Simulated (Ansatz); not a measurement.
## CsLiCr2Te2S3 under changes of volume

One of the cells (30.420 Å³/atom); the others are scaled copies at fixed shape and fractional positions:

```
CELL_PARAMETERS angstrom
6.10792 -0.01886 0.00581
-2.28822 5.93151 0.00333
-1.38462 -2.19395 7.56260
ATOMIC_POSITIONS crystal
Cs 0.06348 0.10178 0.99394
Li 0.57026 0.58143 0.57403
Cr 0.07801 0.50138 0.57990
Cr 0.43162 0.02972 0.53722
Te 0.54458 0.76732 0.28198
Te 0.01143 0.65932 0.29902
S 0.77800 0.37133 0.70773
S 0.39402 0.82508 0.74875
S 0.19605 0.23009 0.48646
```

The cell was built by a generator and needn't be a form met in nature.

| Quantity | Value |
| --- | --- |
| Program | Ansatz 0.2.0 |
| Functional | PBE |
| Potentials or basis | Ansatz PAW |
| Cutoff | 420 eV (not typed: the program's choice for these potentials) |
| k mesh | 5 × 5 × 4 |
| Occupations | fermi-dirac, width 0.05 eV |
| Spin | collinear spin, ferromagnetic start |
| Starting moments | [0.0, 0.0, 3.0, 3.0, 0.0, 0.0, 0.0, 0.0, 0.0] μB |

| volume (Å³/atom) | energy over the lowest point (meV/atom) | pressure (GPa) | moment (μB per cell) | largest force (eV/Å) |
| --- | --- | --- | --- | --- |
| 28.595 | ? | ? | ? | ? |
| 29.203 | 5.72 | 1.6 | 5.34 | 0.395 |
| 29.812 | 1.28 | 0.8 | 5.37 | 0.176 |
| 30.420 | 0.00 | 0.0 | 5.40 | 0.131 |
| 31.029 | 1.57 | -0.7 | 5.43 | 0.216 |
| 31.637 | 5.71 | -1.4 | 5.46 | 0.390 |
| 32.245 | 12.16 | -2.0 | 5.48 | 0.552 |

Problem. What does the run at 28.595 Å³/atom give?

Solution. Energy over the lowest point 13.70 meV/atom; pressure 2.6 GPa; moment 5.31 μB per cell; largest force 0.632 eV/Å.

Worked out: A Birch-Murnaghan fit of order 3 (a polynomial in V^(-2/3)) to the other rows has its minimum at 30.38 Å³/atom with B0 = V·E''(V) = 38 GPa and B' = 4.1 at fixed shape and positions, which overstates the stiffness. It gives 13.66 meV/atom at 28.595 Å³/atom, against the run's 13.70, and -dE/dV = 2.6 GPa, against 2.6. A straight line through the other rows of the moment, of slope 0.047 μB per Å³/atom, extrapolates to 5.31 μB, against the run's 5.31.

Energies are extrapolated to zero smearing.

Caveats: only a ferromagnetic start was run, and an antiferromagnetic order may lie lower in energy.
